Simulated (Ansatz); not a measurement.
# H2LiOSi2: the cost of one run

Program: Ansatz 0.2.0. Level of theory: UKS BLYP-D4/STO-3G. These are calculated values, not measurements.

## 1. Starting point

Bond lengths: Li1–O2 1.759 Å, O2–Si3 1.565 Å, Li1–Si4 2.698 Å, Si3–Si4 2.248 Å, Si3–H5 1.477 Å, Si4–H6 1.504 Å. Angles: Li1–O2–Si3 113.6°, O2–Li1–Si4 79.4°, O2–Si3–Si4 99.2°, O2–Si3–H5 107.9°, Si4–Si3–H5 152.9°, Li1–Si4–Si3 67.8°, Li1–Si4–H6 172.9°, Si3–Si4–H6 105.1°.

Structure file:

```xyz
6

Li   -0.9706   -1.8998    0.6430
O     0.6911   -1.3592    0.4406
Si    0.8126    0.1216   -0.0510
Si   -1.3717    0.6371   -0.1835
H     2.2494    0.4408   -0.1802
H    -1.4108    2.0595   -0.6690
```

## 2. Preparing the start

File input.yaml:

```yaml
crystal:
  periodic: [false, false, false]
  atoms:
    - { symbol: Li, position_ang: [-0.97056, -1.89977, 0.64304] }
    - { symbol: O, position_ang: [0.69106, -1.35924, 0.44057] }
    - { symbol: Si, position_ang: [0.81265, 0.12164, -0.05103] }
    - { symbol: Si, position_ang: [-1.37174, 0.63706, -0.18345] }
    - { symbol: H, position_ang: [2.2494, 0.44084, -0.18015] }
    - { symbol: H, position_ang: [-1.41081, 2.05948, -0.66897] }
magnetization:
  spin_polarized: true
  initial_magnetization: 1
basis:
  gaussian: { orbitals: STO-3G }
hamiltonian:
  xc: blyp
  dispersion: d4
relax:
  f_tol: 0.02
  max_steps: 40
```

Started as:

```sh
$ ansatz run input.yaml --threads 1 --pin off --max-ram 2048MiB --backend cpu --events-out ev --progress --plain --runs-dir out
```

**Question.** How long does this run take on 1 thread of Intel Xeon Platinum 8175M at 2.50GHz (Skylake/Cascade Lake), shared host, and how much memory does it need?

About 37 s, with a peak of 0.15 GiB.
